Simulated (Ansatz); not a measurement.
# LaPd2 (I4/mmm) in Ansatz: convergence with k mesh

Aim: find how far k mesh must go before the results for LaPd2 settle, at PBEsol. This setting moves, with any that are tied to it; all else stays.

Everything below comes from runs of Ansatz 0.2.0. Logs are shortened: lines on timing, memory, paths and dates and some standing lists are left out, and cuts for length are marked.

**1. The crystal as given**

Symmetry: I4/mmm, No. 139, tetragonal system. The conventional cell has a = 4.008 Å, b = 4.008 Å, c = 8.943 Å, α = 90.00°, β = 90.00°, γ = 90.00°. La (site symmetry 4/mmm) has 8 Pd at 3.00 Å as nearest neighbours. Pd (site symmetry -4m2) has 4 Pd at 2.83 Å and 4 La at 3.00 Å as nearest neighbours.

The cell comes from a database or a generator and needn't be the stable form of this composition.

**2. With k mesh 3 × 3 × 3**

input.yaml

```yaml
crystal:
  lattice:
    - [-2.003874, 2.003874, 4.471731]
    - [2.003874, -2.003874, 4.471731]
    - [2.003874, 2.003874, -4.471731]
  atoms:
    - { symbol: La, position: [0.0, 0.0, 0.0] }
    - { symbol: Pd, position: [0.25, 0.75, 0.5] }
    - { symbol: Pd, position: [0.75, 0.25, 0.5] }
hamiltonian:
  xc: pbesol
  pseudopotentials: { kind: paw }
kpoints:
  mp_grid: { grid: [3, 3, 3] }
scf:
  occupations: { method: gaussian, width: 0.1 }
output:
  forces: true
  stress: true
  eigenvalues: true
```

Potentials or basis: Ansatz PAW.

Started as:

```console
$ ansatz run input.yaml --threads 2 --pin off --max-ram 5632MiB --backend cpu --events-out ev --progress --plain --runs-dir out
```

Wall time 0.45 s (2 threads of AMD EPYC 9R45 (Zen 5), shared host); peak memory 0.39 GiB.

What came out:

```
Free energy            : -19976.0698 eV
Pressure               : -5.0 GPa
Band gap on the k mesh : none (metal or under the smearing width)
```

**3. With k mesh 4 × 4 × 4**

Edit input.yaml of step 2 so:

```diff
@@ -13,3 +13,3 @@
 kpoints:
-  mp_grid: { grid: [3, 3, 3] }
+  mp_grid: { grid: [4, 4, 4] }
 scf:
```

Potentials or basis: Ansatz PAW.

Started as:

```console
$ ansatz run input.yaml --threads 2 --pin off --max-ram 5632MiB --backend cpu --events-out ev --progress --plain --runs-dir out
```

It took 0.56 s on 2 threads of AMD EPYC 9R45 (Zen 5), shared host; peak memory 0.39 GiB.

Results:

| Quantity | Value |
| --- | --- |
| Free energy | -19976.0621 eV |
| Pressure | -4.8 GPa |
| Band gap on the k mesh | none (metal or under the smearing width) |

**4. With k mesh 5 × 5 × 5**

Edit input.yaml of step 3 so:

```diff
@@ -13,3 +13,3 @@
 kpoints:
-  mp_grid: { grid: [4, 4, 4] }
+  mp_grid: { grid: [5, 5, 5] }
 scf:
```

Started as:

```console
$ ansatz run input.yaml --threads 2 --pin off --max-ram 5632MiB --backend cpu --events-out ev --progress --plain --runs-dir out
```

It took 0.62 s on 2 threads of AMD EPYC 9R45 (Zen 5), shared host; peak memory 0.42 GiB.

Results:

* Free energy: -19976.0560 eV
* Pressure: -5.1 GPa
* Band gap on the k mesh: none (metal or under the smearing width)

**5. With k mesh 7 × 7 × 7**

Edit input.yaml of step 4 so:

```diff
@@ -13,3 +13,3 @@
 kpoints:
-  mp_grid: { grid: [5, 5, 5] }
+  mp_grid: { grid: [7, 7, 7] }
 scf:
```

Started as:

```console
$ ansatz run input.yaml --threads 2 --pin off --max-ram 5632MiB --backend cpu --events-out ev --progress --plain --runs-dir out
```

It took 1.1 s on 2 threads of AMD EPYC 9R45 (Zen 5), shared host; peak memory 0.46 GiB.

What came out:

- Free energy: -19976.0727 eV
- Pressure: -4.9 GPa
- Band gap on the k mesh: none (metal or under the smearing width)

**6. With k mesh 8 × 8 × 8**

Edit input.yaml of step 5 so:

```diff
@@ -13,3 +13,3 @@
 kpoints:
-  mp_grid: { grid: [7, 7, 7] }
+  mp_grid: { grid: [8, 8, 8] }
 scf:
```

Potentials or basis: Ansatz PAW.

Started as:

```console
$ ansatz run input.yaml --threads 2 --pin off --max-ram 5632MiB --backend cpu --events-out ev --progress --plain --runs-dir out
```

Wall time 1.3 s (2 threads of AMD EPYC 9R45 (Zen 5), shared host); peak memory 0.48 GiB.

The run converged. Its results:

| Property | Result |
| --- | --- |
| Free energy | -19976.0613 eV |
| Pressure | -4.9 GPa |
| Band gap on the k mesh | none (metal or under the smearing width) |

**7. With k mesh 11 × 11 × 11**

Edit input.yaml of step 6 so:

```diff
@@ -13,3 +13,3 @@
 kpoints:
-  mp_grid: { grid: [8, 8, 8] }
+  mp_grid: { grid: [11, 11, 11] }
 scf:
```

Started as:

```console
$ ansatz run input.yaml --threads 2 --pin off --max-ram 5632MiB --backend cpu --events-out ev --progress --plain --runs-dir out
```

Wall time 2.4 s (2 threads of AMD EPYC 9R45 (Zen 5), shared host); peak memory 0.57 GiB.

It converged, with:

```
Free energy            : -19976.0711 eV
Pressure               : -5.0 GPa
Band gap on the k mesh : none (metal or under the smearing width)
```

**8. With k mesh 13 × 13 × 13**

Edit input.yaml of step 7 so:

```diff
@@ -13,3 +13,3 @@
 kpoints:
-  mp_grid: { grid: [11, 11, 11] }
+  mp_grid: { grid: [13, 13, 13] }
 scf:
```

Started as:

```console
$ ansatz run input.yaml --threads 2 --pin off --max-ram 5632MiB --backend cpu --events-out ev --progress --plain --runs-dir out
```

Run time: 3.6 s. Hardware: 2 threads of AMD EPYC 9R45 (Zen 5), shared host; peak memory 0.65 GiB.

Results (log left out):

```yaml
Free_energy: -19976.0712 eV
Pressure: -5.0 GPa
Band_gap_on_the_k_mesh: none (metal or under the smearing width)
```

**9. With k mesh 15 × 15 × 15**

Edit input.yaml of step 8 so:

```diff
@@ -13,3 +13,3 @@
 kpoints:
-  mp_grid: { grid: [13, 13, 13] }
+  mp_grid: { grid: [15, 15, 15] }
 scf:
```

Potentials or basis: Ansatz PAW.

Started as:

```console
$ ansatz run input.yaml --threads 2 --pin off --max-ram 5632MiB --backend cpu --events-out ev --progress --plain --runs-dir out
```

Output:

```text
Warning: RAYON_NUM_THREADS=2 ignored (pool sized by the plan → 2); use --threads N
Engine: ansatz 0.2.0, x86_64-unknown-linux-gnu
Pseudopotentials: kind: paw
Pseudopotential: La, paw, valence charge 11, recommended cutoff 420 eV (normal), La.paw.azcp
Pseudopotential: Pd, paw, valence charge 18, recommended cutoff 420 eV (normal), Pd.paw.azcp
Functional definition: PBEsol
  exchange = pbesol_x
  correlation = pbesol_c
Crystal: 3 atoms, lattice volume = 71.825 Å³
Basis set: ecut = 420 eV, 1371 PW (Γ), exchange–correlation on 72×72×72 points (8 copies of the dense FFT grid, shifted against one another)
Bands: 29, of which v1, the nominal top of the filled ones, is band 24 counted from 1 (23 counted from 0)
Symmetry: 16 space group operations
Space group: I4/mmm (ITA 139), of the structure as read, at distance tolerance 4.2e-5 Å
k-points: 288 of 3375
Non-local potential: La, projectors of the file, l = 0: 3, l = 1: 2, l = 2: 2, l = 3: 3
Non-local potential: Pd, projectors of the file, l = 0: 2, l = 1: 2, l = 2: 2, l = 3: 1
PAW form: soft (Blöchl's): semilocal exchange-correlation on the pseudo side does not see the compensation charge
PAW frozen core: La, regenerated for the run's functional, and the local potential with it (the file was generated under x = pbe(κ = 0.804, μ = 0.2195149727645171), c = pbe(β = 0.06672455060314922))
PAW frozen core: Pd, regenerated for the run's functional, and the local potential with it (the file was generated under x = pbe(κ = 0.804, μ = 0.2195149727645171), c = pbe(β = 0.06672455060314922))
PAW one-centre angular grid: La, 590 points (default); XC on 64 Gauss nodes
PAW one-centre angular grid: Pd, 590 points (default); XC on 64 Gauss nodes
Initial density: superposition of atomic densities (neutral atoms: chi_scale 0, normalization atom), corrected by the library's trained network
Initial wavefunctions: pseudopotential atomic-orbital guess
Functional: x = pbesol(κ = 0.804, μ = 0.12345679012345678), c = pbesol(β = 0.046)
SCF iter   1: F=—  HF=-19976.083032 eV  |F-HF|=—  |Δ(HF+E_count)|=         —  Δρ=8.79e-3  dr2=6.31e-2  ethr=1.77e-3  ⟨swp⟩=4.1  Hψ=30665  notcnv=0
preconditioner: auto → LDOS  [metal: Δε(μ)=0.009 eV  Ē_g=7.091 eV  σ=0.100 eV  W_gap=0.05  n_scr=14 (ndim 8)  ℏωp=23.6 eV  f_vac=0.023  D(μ)=2.14/eV (n_scr^D=14)  β→1.0]
SCF iter   2: F=—  HF=-19976.098505 eV  |F-HF|=—  |Δ(HF+E_count)|=   1.55e-2  Δρ=1.36e-2  dr2=1.48e-1  ethr=1.34e-4  ⟨swp⟩=2.0  Hψ=18747  notcnv=0  defer=270
SCF iter   3: F=—  HF=-19976.072066 eV  |F-HF|=—  |Δ(HF+E_count)|=   2.64e-2  Δρ=6.67e-4  dr2=2.81e-4  ethr=1.34e-4  ⟨swp⟩=2.9  Hψ=14941  notcnv=0  defer=270
SCF iter   4: F=—  HF=-19976.072002 eV  |F-HF|=—  |Δ(HF+E_count)|=   6.45e-5  Δρ=2.16e-4  dr2=2.56e-5  ethr=5.99e-7  ⟨swp⟩=2.4  Hψ=15045  notcnv=0  defer=267
SCF iter   5: F=—  HF=-19976.071997 eV  |F-HF|=—  |Δ(HF+E_count)|=   4.39e-6  Δρ=3.60e-5  dr2=1.22e-6  ethr=5.45e-8  ⟨swp⟩=2.3  Hψ=14336  notcnv=0  defer=66
SCF iter   6: F=-19976.071997 eV  HF=-19976.071997 eV  |F-HF|=4.84e-8  |Δ(HF+E_count)|=   7.44e-8  Δρ=9.64e-6  dr2=8.89e-8  ethr=2.13e-10  ⟨swp⟩=9.7  Hψ=42659  notcnv=0
SCF 1 converged in 6 iterations: F = -19976.071997 eV  dr2 = 8.89e-8
SCF converged after 6 iterations
Free energy (F): -19976.071997 eV
Harris-Foulkes:  -19976.071997 eV  (|F-HF|=4.84e-8)
Internal energy: -19976.061700 eV  (E = F + TS)
E sigma→0 (E₀):  -19976.066848 eV
Entropy (-TS):   -0.010298 eV (-3.433 meV/atom)
Fermi energy:    13.414000 eV
--- Per-component energies (eV) ---
  E_band       = -528.216424
  E_kinetic    = 1222.598371
  E_local      = -5777.718959  (includes V_loc(G=0)·N_el)
  E_nonlocal   = 535.806267
  E_hartree    = 2394.046019
  E_xc         = -473.089875
  E_vxc        = -568.697878  (∫ρ·V_xc dr)
  E_paw        = -12700.539519  (= ΣΔE_a)
  E_vpaw       = -728.317262  (= ΣTr[D̂ρ^β])
  E_aug_tail   = 0.000408  (compensation charges beyond the density's cutoff)
  E_ewald      = -5177.938970
  E_core_change = 0.774558  (= ΣΔE_core)
  E_smearing   = -0.010298  (= −TS)
  E_closure    = -0.000000  (closes the sum)
  Σ components = -19976.071997   (vs F -19976.071997, Δ=0.00e0)
--- Forces (eV/Å), atoms counted from 1 ---
  atom   1  La     0.00000000     0.00000000     0.00000000
  atom   2  Pd     0.00000000    -0.00000000     0.00000000
  atom   3  Pd    -0.00000000     0.00000000     0.00000000
  max |Σ_I F_I| component: 6.94e-18 eV/Å
--- Stress (GPa, compression-positive) ---
       -4.924447       0.000000       0.000000
        0.000000      -4.924447       0.000000
        0.000000       0.000000      -5.093222
  P = ⅓ Tr σ = -4.9807 GPa (-49.807 kbar)
--- Band table (eV; the first three rows and the last of 288) ---
  k-point 0: bands = ["-70.7526", "-70.7282", "-36.6440", "-36.6138", "-36.5076", "-36.5076", "-36.3635", "-36.3635", "-19.1076", "-2.8546", "-2.7456", "-2.7456", "8.2400", "9.3590", "9.5003", "9.6018", "10.4474", "10.4474", "11.1360", "11.3828", "11.3828", "12.4056", "13.2105", "13.2889", "15.0812", "15.1451", "15.1451", "15.4625", "15.5295"]
  k-point 1: bands = ["-70.7521", "-70.7287", "-36.6433", "-36.6144", "-36.5083", "-36.5009", "-36.3705", "-36.3629", "-19.1047", "-2.8530", "-2.7670", "-2.7612", "8.3489", "9.4084", "9.5716", "9.6580", "10.4108", "10.4900", "11.1012", "11.3447", "11.3942", "12.3735", "13.0408", "13.2878", "14.7948", "15.0993", "15.1142", "15.5218", "15.5419"]
  k-point 2: bands = ["-70.7506", "-70.7302", "-36.6414", "-36.6163", "-36.5103", "-36.4818", "-36.3903", "-36.3613", "-19.0964", "-2.8484", "-2.8258", "-2.8048", "8.6454", "9.5624", "9.7806", "9.8203", "10.3077", "10.6143", "11.0116", "11.2349", "11.4087", "12.2601", "12.4341", "13.5447", "14.3152", "15.0391", "15.1873", "15.5055", "15.5774"]
  k-point 287: bands = ["-70.7524", "-70.7285", "-36.6447", "-36.6137", "-36.5062", "-36.5061", "-36.3651", "-36.3651", "-19.0944", "-2.9880", "-2.7419", "-2.7196", "9.0415", "9.2452", "9.4121", "9.7329", "9.7413", "10.0058", "11.4071", "11.5550", "11.6172", "11.9677", "12.4310", "13.1950", "15.2279", "15.4190", "15.4699", "15.4959", "15.7296"]
```

Wall time 5.3 s (2 threads of AMD EPYC 9R45 (Zen 5), shared host); peak memory 0.76 GiB.

Results:

```
Free energy            : -19976.0720 eV
Pressure               : -5.0 GPa
Band gap on the k mesh : none (metal or under the smearing width)
```

**10. The series at a glance**

| k mesh | energy less the tightest run, at zero smearing (meV/atom) | pressure (GPa) | SCF cycles | CPU time (s) | peak memory (GiB) |
| --- | --- | --- | --- | --- | --- |
| 3 × 3 × 3 | 0.90 | -5.03 | 8 | 0.77 | 0.39 |
| 4 × 4 × 4 | 4.80 | -4.85 | 7 | 0.98 | 0.39 |
| 5 × 5 × 5 | 5.80 | -5.15 | 6 | 1.1 | 0.42 |
| 7 × 7 × 7 | 0.09 | -4.94 | 7 | 2 | 0.46 |
| 8 × 8 × 8 | 3.97 | -4.89 | 6 | 2.5 | 0.48 |
| 11 × 11 × 11 | 0.09 | -5.01 | 6 | 4.7 | 0.57 |
| 13 × 13 × 13 | 0.21 | -4.96 | 6 | 7 | 0.65 |
| 15 × 15 × 15 | 0.00 | -4.98 | 6 | 10 | 0.76 |

Against the tightest run, the energy stays within 1 meV/atom from 11 × 11 × 11 on; the pressure stays within 0.1 GPa from 7 × 7 × 7 on. Meshes of other sizes hit other points, so gaps and Fermi surfaces needn't settle smoothly. The tightest run that finished is the yardstick and may itself not be fully converged.

Caveats: the PAW data sets come from PBE, with cores solved anew for the run's functional, which leaves a small shift of forces and pressure.
